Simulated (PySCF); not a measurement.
# CH7GaN2 (SMILES C=[N][GaH2-][NH3+]): MP2/6-31G

Wanted: a geometry optimisation of CH7GaN2. The job is set up through a Python script.

The calculation is run with PySCF 2.14.0.

1 further run of the same task is left out (it didn't finish).

## (1) The structure to begin with

The species is CH7GaN2 (11 atoms), meant as a singlet with charge 0. SMILES: `C=[N][GaH2-][NH3+]`. Geometry: a GFN2-xTB relaxation, a rough one for these elements and not checked as a minimum. This is one conformer, not always the lowest. The run starts from this shape.

Bond lengths: C1–N2 1.250 Å, N2–Ga3 1.845 Å, Ga3–N4 2.144 Å, C1–H5 1.097 Å, C1–H6 1.098 Å, Ga3–H7 1.548 Å, Ga3–H8 1.540 Å, N4–H9 1.018 Å, N4–H10 1.021 Å, N4–H11 1.019 Å. Some angles: C1–N2–Ga3 145.5°, N2–Ga3–N4 90.7°, N2–C1–H5 125.5°, N2–C1–H6 120.2°, N2–Ga3–H7 126.7°, N2–Ga3–H8 109.9°, N4–Ga3–H7 102.4°, N4–Ga3–H8 98.6°, Ga3–N4–H9 118.1°, Ga3–N4–H10 100.8°.

## (2) A geometry optimisation at MP2/6-31G

The input, run.py:

```python
from pyscf import gto, scf, mp
from pyscf.geomopt.geometric_solver import kernel as optimise

molecule = gto.M(
    atom='''
C     -0.940150     2.080330     0.396210
N     -0.596520     0.879150     0.345370
Ga     0.712280    -0.347910     0.776950
N      0.267700    -1.482450    -0.987480
H     -0.310020     2.909200     0.741550
H     -1.943320     2.382270     0.068960
H      2.243340    -0.146000     0.664330
H      0.176320    -1.338170     1.827970
H      0.608570    -2.440090    -1.040540
H     -0.752460    -1.500070    -0.951030
H      0.534270    -0.996260    -1.842300
''',
    spin=0,
    max_memory=1860,
    verbose=3,
    basis='6-31g',
)

mf = scf.RHF(molecule)
mf.conv_tol = 1e-10
mf.kernel()
if not mf.converged:
    mf = mf.newton().run(mf.mo_coeff, mf.mo_occ)
pt = mp.MP2(mf, frozen=12).run()
converged, mol_eq = optimise(pt, maxsteps=60, convergence_set='GAU_TIGHT')
print('converged:', converged)
print(mol_eq.tostring())

mf.reset(mol_eq)
molecule = mol_eq
mf.kernel()
if not mf.converged:
    mf = mf.newton().run(mf.mo_coeff, mf.mo_occ)
pt = mp.MP2(mf, frozen=12).run()
e_final = pt.e_tot
print('Final energy', e_final)
```

Launch:

```bash
$ OMP_NUM_THREADS=1 python run.py
```

The program printed:

```text
converged SCF energy = -2073.68854024609
E(RMP2) = -2074.21547934896  E_corr = -0.526939102866305
E(SCS-RMP2) = -2074.19958122989  E_corr = -0.51104098380256

convergence_set           GAU_TIGHT
maxiter                   60
----------------------------------------------------------
Custom engine selected.
Bonds will be generated from interatomic distances less than 1.20 times sum of covalent radii
33 internal coordinates being used (instead of 33 Cartesians)
Internal coordinate system (atoms numbered from 1):
Distance 1-2
Distance 1-5
Distance 1-6
Distance 2-3
Distance 3-4
Distance 3-7
Distance 3-8
Distance 4-9
Distance 4-10
Distance 4-11
Angle 2-1-6
Angle 5-1-6
Angle 1-2-3
Angle 2-3-4
Angle 2-3-8
Angle 4-3-7
Angle 4-3-8
Angle 7-3-8
Angle 3-4-9
Angle 3-4-10
Angle 3-4-11
Angle 9-4-10
Angle 9-4-11
Angle 10-4-11
Out-of-Plane 1-2-5-6
Out-of-Plane 3-2-7-8
Dihedral 5-1-2-3
Dihedral 6-1-2-3
Dihedral 1-2-3-4
[... 39 lines left out ...]
WARN: Mole.unit (angstrom) is changed to Bohr
[... 47 lines left out ...]
converged SCF energy = -2073.6905221409
[... 91 lines left out ...]
converged SCF energy = -2073.69122832117
[... 91 lines left out ...]
converged SCF energy = -2073.69140588529
[... 91 lines left out ...]
converged SCF energy = -2073.69267059605
[... 91 lines left out ...]
converged SCF energy = -2073.69249217195
[... 91 lines left out ...]
converged SCF energy = -2073.69248224647
[... 60 lines left out ...]
Converged! =D
[... 1 line left out ...]
converged: True
C          -1.03149890        2.02256619        0.46588420
N          -0.59310086        0.88422864        0.03769080
Ga          0.78434557       -0.32185217        0.64983862
[... 7 lines of this table left out ...]
H           0.99674052       -1.66295001       -1.67142787
converged SCF energy = -2073.6924820264
E(RMP2) = -2074.22619669483  E_corr = -0.533714668422395
E(SCS-RMP2) = -2074.21013190284  E_corr = -0.517649876440812
Final energy -2074.2261966948254
```

Run time: 5.3 min. Hardware: 1 thread of Arm Neoverse V1, shared host; peak memory 0.47 GiB.

Steps, from the record of the run:

| step | energy from the first frame kept (eV) | largest force (eV/Å) |
| --- | --- | --- |
| 0 | 0.0000 | 2.0805 |
| 1 | -0.1766 | 0.5476 |
| 2 | -0.2011 | 0.2357 |
| 3 | -0.2119 | 0.4864 |
| 4 | -0.2294 | 0.1749 |
| 5 | -0.2364 | 0.0533 |
| 6 | -0.2384 | 0.0975 |
| 7 | -0.2398 | 0.0446 |
| 8 | -0.2419 | 0.0483 |
| 9 | -0.2474 | 0.1432 |
| 10 | -0.2546 | 0.2216 |
| 11 | -0.2610 | 0.2505 |
| 12 | -0.2715 | 0.1494 |
| 13 | -0.2833 | 0.1780 |
| 14 | -0.2873 | 0.1401 |
| 15 | -0.2907 | 0.0391 |
| 16 | -0.2913 | 0.0335 |
| 17 | -0.2915 | 0.0255 |
| 18 | -0.2916 | 0.0131 |
| 19 | -0.2916 | 0.0081 |
| 20 | -0.2916 | 0.0021 |
| 21 | -0.2916 | 0.0006 |
| 22 | -0.2916 | 0.0003 |
| 23 | -0.2916 | 0.0003 |
| 24 | -0.2916 | 0.0001 |

After the run. Bond lengths: C1–N2 1.293 Å, N2–Ga3 1.930 Å, Ga3–N4 2.111 Å, C1–H5 1.106 Å, C1–H6 1.101 Å, Ga3–H7 1.589 Å, Ga3–H8 1.589 Å, N4–H9 1.020 Å, N4–H10 1.028 Å, N4–H11 1.020 Å. Some angles: C1–N2–Ga3 133.4°, N2–Ga3–N4 86.4°, N2–C1–H5 125.5°, N2–C1–H6 121.0°, N2–Ga3–H7 116.1°, N2–Ga3–H8 116.1°, N4–Ga3–H7 103.8°, N4–Ga3–H8 103.8°, Ga3–N4–H9 113.8°, Ga3–N4–H10 95.5°.

## (3) Outcome

At MP2/6-31G, 12 core orbitals frozen:

```
                                    quantity           value
                     total energy at the end  -2074.22620 Eh
        dipole moment (Hartree–Fock density)          3.52 D
         HOMO energy (Hartree–Fock orbitals)        -8.96 eV
         LUMO energy (Hartree–Fock orbitals)         2.82 eV
       HOMO–LUMO gap (Hartree–Fock orbitals)        11.78 eV
correlation energy (12 core orbitals frozen)      -533.7 mEh
```

**Reading.** At the final geometry: Bond lengths: C1–N2 1.293 Å, N2–Ga3 1.930 Å, Ga3–N4 2.111 Å, C1–H5 1.106 Å, C1–H6 1.101 Å, Ga3–H7 1.589 Å, Ga3–H8 1.589 Å, N4–H9 1.020 Å, N4–H10 1.028 Å, N4–H11 1.020 Å. Some angles: C1–N2–Ga3 133.4°, N2–Ga3–N4 86.4°, N2–C1–H5 125.5°, N2–C1–H6 121.0°, N2–Ga3–H7 116.1°, N2–Ga3–H8 116.1°, N4–Ga3–H7 103.8°, N4–Ga3–H8 103.8°, Ga3–N4–H9 113.8°, Ga3–N4–H10 95.5°. The optimisation took 24 steps and changed the energy by -0.292 eV.
